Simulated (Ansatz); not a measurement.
# AsH2 (SMILES [AsH2]): UCCSD(T)/cc-pVTZ

What is the vertical ionisation energy of AsH2 at UCCSD(T)/cc-pVTZ? 

The results are computed with Ansatz 0.2.0.

34 further runs of the same task are left out: 34 set aside as unsound or not needed.

### Step 1. The structure to begin with

The species is AsH2 (3 atoms), meant as a doublet with charge 0. SMILES: `[AsH2]`. The shape is that of a PBE0-D4/def2-TZVP optimisation.

Bond lengths: As1–H2 1.526 Å, As1–H3 1.526 Å. Angles: H2–As1–H3 90.7°.

### Step 2. A single-point energy at UCCSD(T)/cc-pVTZ

Contents of input.yaml:

```yaml
crystal:
  periodic: [false, false, false]
  atoms:
    - {symbol: As, position_ang: [-0.573310, 0.327430, -0.274790]}
    - {symbol: H, position_ang: [0.680410, 0.795730, 0.459110]}
    - {symbol: H, position_ang: [-0.107090, -1.123160, -0.184320]}
basis:
  gaussian:
    orbitals: cc-pVTZ
magnetization:
  spin_polarized: true
  initial_magnetization: 1
correlation:
  method: ccsd_t
  frozen_orbitals: {As: 9, H: 0}
accuracy: high
scf:
  omitted_lower_state_checks: [cluster_reference, increment]
```

Launch:

```sh
$ ansatz run input.yaml --threads 1 --pin off --max-ram 3480MiB --events-out events.jsonl --progress --plain --runs-dir runs
```

The log of the run (excerpt; [...] marks lines left out):

```text
Warning: RAYON_NUM_THREADS=1 ignored (pool sized by the plan → 1); use --threads N
Functional definition: HF
  name "HF"
[...]
1046 factors; integrals over basis functions are off by at most 4.4e-9 eV
[...]
mean field -60827.92284099 eV, -2235.3849337595 hartree, gradient 1.4e-8 eV, S^2 0.765129; 0 other end points of the search recorded, 0 dependent functions left out
9 core orbitals not correlated: weight in the atoms' cores, before any rotation towards them, 1.000 or more for the frozen orbitals, at most 0.000 for the correlated occupied ones
reference -60827.92284099 eV, -2235.3849337595 hartree; 9, 8 occupied and 53, 54 virtual orbitals, 1046 factors
second order -5.36238844 eV of doubles, -0.00000000 eV of singles
cycle   1  -5.68164407 eV  change   -3.2e-1 eV  update   6.1e-2
[...]
cycle  19  -5.93232359 eV  change   7.2e-10 eV  update   1.9e-9
perturbative correction -0.21468117 eV, -0.0078893874 hartree
Total energy: -60834.06984574 eV, -2235.6108320175 hartree
Checks for a lower state left out: cluster_reference, increment
```

It took 5.1 s on 1 thread of Intel Xeon 6975P-C (Granite Rapids), shared host; peak memory 0.4 GiB.

### Step 3. The singlet cation, same level

Contents of job.yaml:

```yaml
basis:
  gaussian: {orbitals: cc-pVTZ}
crystal:
  periodic: [false, false, false]
  atoms:
    - symbol: As
      position_ang: [-0.573310, 0.327430, -0.274790]
    - symbol: H
      position_ang: [0.680410, 0.795730, 0.459110]
    - symbol: H
      position_ang: [-0.107090, -1.123160, -0.184320]
correlation: {method: ccsd_t, frozen_orbitals: {As: 9, H: 0}}
total_charge: 1
accuracy: high
scf: {omitted_lower_state_checks: [cluster_reference, increment]}
```

Launch:

```sh
$ ansatz run job.yaml --threads 1 --pin off --max-ram 3480MiB --events-out events.jsonl --progress --plain --runs-dir runs
```

The log of the run (excerpt; [...] marks lines left out):

```text
Warning: RAYON_NUM_THREADS=1 ignored (pool sized by the plan → 1); use --threads N
Functional definition: HF
  name "HF"
[...]
1046 factors; integrals over basis functions are off by at most 4.4e-9 eV
[...]
mean field -60818.97949784 eV, -2235.0562719607 hartree, gradient 2.5e-8 eV, S^2 0.000000; 0 other end points of the search recorded, 0 dependent functions left out; unrestricted orbitals would lower it
9 core orbitals not correlated: weight in the atoms' cores, before any rotation towards them, 1.000 or more for the frozen orbitals, at most 0.000 for the correlated occupied ones
reference -60818.97949784 eV, -2235.0562719607 hartree; 8, 8 occupied and 54, 54 virtual orbitals, 1046 factors
second order -4.91226751 eV of doubles, -0.00000000 eV of singles
cycle   1  -5.25810458 eV  change   -3.5e-1 eV  update   6.2e-2
[...]
cycle  19  -5.53409951 eV  change   2.8e-10 eV  update  4.8e-10
perturbative correction -0.18175046 eV, -0.0066792063 hartree
Total energy: -60824.69534781 eV, -2235.2663255727 hartree
Checks for a lower state left out: cluster_reference, increment
```

Run time: 2.1 s. Hardware: 1 thread of Intel Xeon 6975P-C (Granite Rapids), shared host; peak memory 0.24 GiB.

### Step 4. Summary of results

Level: UCCSD(T)/cc-pVTZ, 9 core orbitals frozen.

| quantity | value |
| --- | --- |
| doublet AsH2: total energy | -2235.61083 Eh |
| doublet AsH2: correlation energy (9 core orbitals frozen) | -225.9 mEh |
| doublet AsH2: (T) correction | -7.89 mEh |
| doublet AsH2: ⟨S²⟩ of the reference determinant | 0.765 |
| doublet AsH2: T1 diagnostic | 0.011 |
| singlet cation: total energy | -2235.26633 Eh |
| singlet cation: correlation energy (9 core orbitals frozen) | -210.1 mEh |
| singlet cation: (T) correction | -6.68 mEh |
| singlet cation: T1 diagnostic | 0.009 |
| vertical ionisation energy (to the singlet cation) | 9.374 eV |

In words: Removing an electron at fixed nuclei costs 9.37 eV (905 kJ/mol). Only the singlet of the ionised species was computed; a triplet could lie lower. The triples (doublet AsH2) make up 3.5 % of the correlation energy. The restricted solution (singlet cation) is unstable to spin breaking: an unrestricted one lies lower. The triples (singlet cation) make up 3.2 % of the correlation energy.
